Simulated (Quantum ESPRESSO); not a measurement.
Si2C, 3 atoms in the cell. The structure is tetragonal, space group P4/mmm (No. 123). Conventional cell: a = 2.669 Å, b = 2.669 Å, c = 5.532 Å, α = 90.00°, β = 90.00°, γ = 90.00°. Around Si (site symmetry 4mm) lie 5 Si at 2.39 to 2.67 Å and 4 C at 2.46 Å. C (site symmetry 4/mmm) has 8 Si at 2.46 Å and 4 C at 2.67 Å as nearest neighbours. The cell was built by a generator and needn't be a form met in nature.

```yaml
Program: Quantum ESPRESSO 7.5
Task: phonons
Functional: PBE
Potentials_or_basis: PseudoDojo 0.4.1 SR PBE standard
Cutoff: 1116 eV
Density_cutoff: 4463 eV
k_mesh: 8 × 8 × 4
Occupations: cold, width 0.2 eV
Spin: no spin polarisation
Mixing_beta: 0.5
Most_SCF_iterations: 120
SCF_threshold: 6e-10 Ry
```

Potentials or basis: PseudoDojo 0.4.1 SR PBE standard.

Launch:

```console
$ OMP_NUM_THREADS=1 mpirun -n 4 pw.x -nk 4 -in pw.in > pw.out
$ OMP_NUM_THREADS=1 mpirun -n 4 pw.x -nk 4 -in relax.in > relax.out
$ OMP_NUM_THREADS=1 mpirun -n 4 pw.x -nk 4 -in scf2.in > scf2.out
$ OMP_NUM_THREADS=1 mpirun -n 4 ph.x -nk 4 -in ph.in > ph.out
```

Hardware: 4 MPI ranks on Arm Neoverse V2, on a shared host.

**Question.** Estimate the wall time of this run.

**Answer.** Wall time 2.9 min on 4 MPI ranks on Arm Neoverse V2 (shared host), peak memory 0.36 GiB a rank. Counts: scf iterations 150, k pools 4, bands 12, ion steps 17, k points 45, g dense 26677.
